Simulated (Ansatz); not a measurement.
**SnH2+ (doublet): wave-function methods side by side at scale of all distances = 2.389, def2-TZVP**

The task here is to estimate one member of a computed series from the others.

The runs use Ansatz 0.2.0, Gaussian basis; def2-TZVP, core rule «outside noble gas», up to 9 orbitals frozen.

The runs, in order: UHF; CCSD(T) on ROHF; CCSD(T) on UHF; BCCD(T) on ROHF; CISD; CCSDT(Q) on ROHF; CCSDT(Q) on UHF; CASSCF and MRCISD+Q, 3 electrons in 3 orbitals; CASSCF and NEVPT2, 3 electrons in 3 orbitals; CASSCF and MRCISD+Q, 5 electrons in 6 orbitals; CASSCF and NEVPT2, 5 electrons in 6 orbitals; Full CI.

9 further runs of the same task are left out: 7 that didn't finish, 2 set aside as unsound or not needed.

## The geometry

The geometry derives from a PBE0/def2-TZVP stationary point (not a proven minimum). All distances are scaled together. No spin-orbit coupling is included. Elements past krypton take def2 core potentials.

3 atoms, charge 1, spin multiplicity 2.

Atoms are counted from 1 here; the program's logs count them from 0.

No contacts short enough for the rule that draws bonds.

Coordinates:

```csv
atom,x (Å),y (Å),z (Å)
Sn1,0.00000,0.00000,0.00000
H2,0.00000,0.00000,-3.95475
H3,0.00000,0.00000,3.95475
```

Set-up of the first run:

File in.yaml:

```yaml
crystal:
  periodic: [false, false, false]
  atoms:
    - {symbol: Sn, position_ang: [0.000000, 0.000000, 0.000000]}
    - {symbol: H, position_ang: [0.000000, 0.000000, -3.954751]}
    - {symbol: H, position_ang: [0.000000, 0.000000, 3.954751]}
basis:
  gaussian: {orbitals: def2-TZVP}
total_charge: 1
magnetization: {spin_polarized: true, initial_magnetization: 1}
hamiltonian: {xc: hf}
output: {orbitals: {seedname: orbitals}}
```

On the command line:

```console
$ ansatz run in.yaml --threads 1 --pin off --events-out ev --progress --plain --max-ram 2393MiB
```

Steps of the session up to this table: UHF; CCSD(T) on ROHF; CCSD(T) on UHF; BCCD(T) on ROHF; CISD; CCSDT(Q) on ROHF; CCSDT(Q) on UHF; CASSCF and MRCISD+Q, 3 electrons in 3 orbitals; CASSCF and NEVPT2, 3 electrons in 3 orbitals; CASSCF and MRCISD+Q, 5 electrons in 6 orbitals; CASSCF and NEVPT2, 5 electrons in 6 orbitals; Full CI.

One of the session's tables, all rows but one given; the rest of the session is left out.

| method | from FCI (kcal/mol) |
| --- | --- |
| UHF | +29.04 |
| RMP2 | +45.17 |
| UMP2 | +8.62 |
| CISD | +12.43 |
| RCCSD | +2.02 |
| UCCSD | +1.09 |
| RCCSD(T) | +0.21 |
| UCCSD(T) | ? |
| BCCD(T) | +0.82 |
| RCCSDT | -0.09 |
| UCCSDT | +0.11 |
| RCCSDT(Q) | +0.05 |
| UCCSDT(Q) | +0.05 |
| CASSCF pair | +30.34 |
| NEVPT2 pair | +7.50 |
| MRCISD pair | +0.68 |
| MRCISD+Q pair | -0.79 |
| FCI | 0 |

Q: Estimate the row for UCCSD(T) from the others.

**Answer.** from FCI (kcal/mol): +0.63. In the column «from FCI (kcal/mol)» it lies between RCCSD(T) (+0.21) and MRCISD pair (+0.68).

Left out of the table: CASSCF valence, NEVPT2 valence, MRCISD valence, MRCISD+Q valence (the active space lost an orbital or holds another state than full CI finds).

To keep in mind: The report flags that the cluster equations may have other roots. Left out of the table: ROHF (another determinant or state than the rows shown). The program flags RCCSD(T), BCCD(T), RCCSDT(Q) as in doubt, so those rows may rest on another solution; read them beside their warnings. RCCSDT, MRCISD+Q pair fall below full CI, which methods that aren't variational can do. Levels on UHF freeze UHF's core orbitals, full CI those of ROHF, so the U rows can settle a little off it for that reason alone. Restricted and unrestricted rows rest on different reference determinants; where their highest levels disagree by more than a few hundredths of an eV, they describe different states and don't form one ladder.
